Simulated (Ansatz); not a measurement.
**C₂H₆BF₂N: one species, many methods**

The task here is to estimate one member of a computed series from the others.

Method: functionals in def2-TZVPP, the program's frozen cores in correlated methods; program: Ansatz 0.2.0, Gaussian basis.

Plan: LDA (SPW92), PBE-D4, revPBE-D4, BLYP-D4, r2SCAN-D4, B97M-V, PBE0-D4, B3LYP-D4, r2SCANh-D4, r2SCAN0-D4, HSE06-D4, BHLYP-D4, CAM-B3LYP-D4, LC-ωPBE, ωB97X-V, ωB97M-V, B2PLYP, PBE-QIDH; CCSD(T)/def2-SVP; CCSD(T)/def2-TZVPP; MP2/def2-QZVPP; extrapolation to the limit; RPA on PBE.

### The relaxed structure

All runs share one geometry, relaxed beforehand with PBE0-D4 in a triple-zeta def2 set.

SMILES `CN(C)B(F)F`, 12 atoms, charge 0, spin multiplicity 1.

Atoms are counted from 1 here; the program's logs count them from 0.

Bond lengths: C1–N2 1.443 Å, C1–H7 1.096 Å, C1–H8 1.089 Å, C1–H9 1.096 Å, N2–C3 1.443 Å, N2–B4 1.392 Å, C3–H10 1.089 Å, C3–H11 1.096 Å, C3–H12 1.096 Å, B4–F5 1.333 Å, B4–F6 1.333 Å. Angles: N2–C1–H7 110.8°, N2–C1–H8 110.3°, N2–C1–H9 110.8°, H7–C1–H8 108.5°, H7–C1–H9 107.8°, H8–C1–H9 108.5°, C1–N2–C3 114.7°, C1–N2–B4 122.6°, C3–N2–B4 122.6°, N2–C3–H10 110.3°, N2–C3–H11 110.8°, N2–C3–H12 110.8°, H10–C3–H11 108.5°, H10–C3–H12 108.5°, H11–C3–H12 107.8°, N2–B4–F5 121.6°, N2–B4–F6 121.6°, F5–B4–F6 116.8°.

The first run:

File in.yaml:

```yaml
crystal:
  periodic: [false, false, false]
  atoms:
    - {symbol: C, position_ang: [-0.660004, -0.879709, -0.803097]}
    - {symbol: N, position_ang: [-0.045030, 0.146605, 0.003790]}
    - {symbol: C, position_ang: [1.070789, -0.301012, 0.802017]}
    - {symbol: B, position_ang: [-0.492855, 1.465015, 0.011348]}
    - {symbol: F, position_ang: [0.091503, 2.396705, 0.765269]}
    - {symbol: F, position_ang: [-1.526357, 1.855763, -0.735050]}
    - {symbol: H, position_ang: [0.063966, -1.310434, -1.504348]}
    - {symbol: H, position_ang: [-1.489036, -0.464805, -1.373582]}
    - {symbol: H, position_ang: [-1.042042, -1.692876, -0.175232]}
    - {symbol: H, position_ang: [1.478086, 0.527258, 1.379051]}
    - {symbol: H, position_ang: [1.866447, -0.707259, 0.166948]}
    - {symbol: H, position_ang: [0.761533, -1.090351, 1.496786]}
basis:
  gaussian: {orbitals: def2-TZVPP}
hamiltonian: {xc: lda}
output: {orbitals: {seedname: orbitals}}
```

Started as:

```console
> ansatz run in.yaml --threads 4 --pin off --events-out ev --progress --plain --max-ram 10444MiB
```

Among the steps run: LDA; PBE-D4 (GGA); revPBE-D4 (GGA); BLYP-D4 (GGA); r2SCAN-D4 (meta-GGA); B97M-V (meta-GGA); B3LYP-D4 (hybrid); r2SCANh-D4 (hybrid); r2SCAN0-D4 (hybrid); HSE06-D4 (hybrid); BHLYP-D4 (hybrid); CAM-B3LYP-D4 (range-separated); LC-ωPBE (range-separated); ωB97X-V (range-separated); ωB97M-V (range-separated); B2PLYP (double hybrid); PBE-QIDH (double hybrid).

One of the session's tables, all rows but one given; the rest of the session is left out.

It belongs to the step «Orbital energies across the functionals». 

| functional | HOMO (eV) | LUMO (eV) | gap (eV) |
| --- | --- | --- | --- |
| LDA (SPW92) | -6.14 | -0.11 | 6.03 |
| PBE-D4 | -6.00 | 0.06 | 6.05 |
| revPBE-D4 | -5.94 | 0.14 | 6.08 |
| BLYP-D4 | -5.90 | 0.03 | 5.93 |
| r2SCAN-D4 | -6.24 | 0.76 | 7.00 |
| B97M-V | -6.37 | 0.22 | 6.59 |
| PBE0-D4 | -7.36 | 0.83 | 8.19 |
| B3LYP-D4 | -7.15 | 0.49 | 7.63 |
| r2SCANh-D4 | ? | ? | ? |
| r2SCAN0-D4 | -7.53 | 1.29 | 8.82 |
| HSE06-D4 | -6.95 | 0.47 | 7.43 |
| BHLYP-D4 | -8.66 | 1.37 | 10.03 |
| CAM-B3LYP-D4 | -8.76 | 1.53 | 10.29 |
| LC-ωPBE | -10.10 | 2.83 | 12.93 |
| ωB97X-V | -9.75 | 2.61 | 12.36 |
| ωB97M-V | -9.66 | 2.13 | 11.79 |

Q: Estimate the row for r2SCANh-D4 from the others.

Worked estimate for «HOMO (eV)». Against the share of exact exchange, r2SCAN-D4 (0, -6.24), r2SCAN0-D4 (0.25, -7.53) give a slope of -5.16 per unit share; at 0.1 the line stands at -6.76.

**Answer.** HOMO (eV): -6.76; LUMO (eV): 0.98; gap (eV): 7.73. In «HOMO (eV)» the line misses by 0.00.
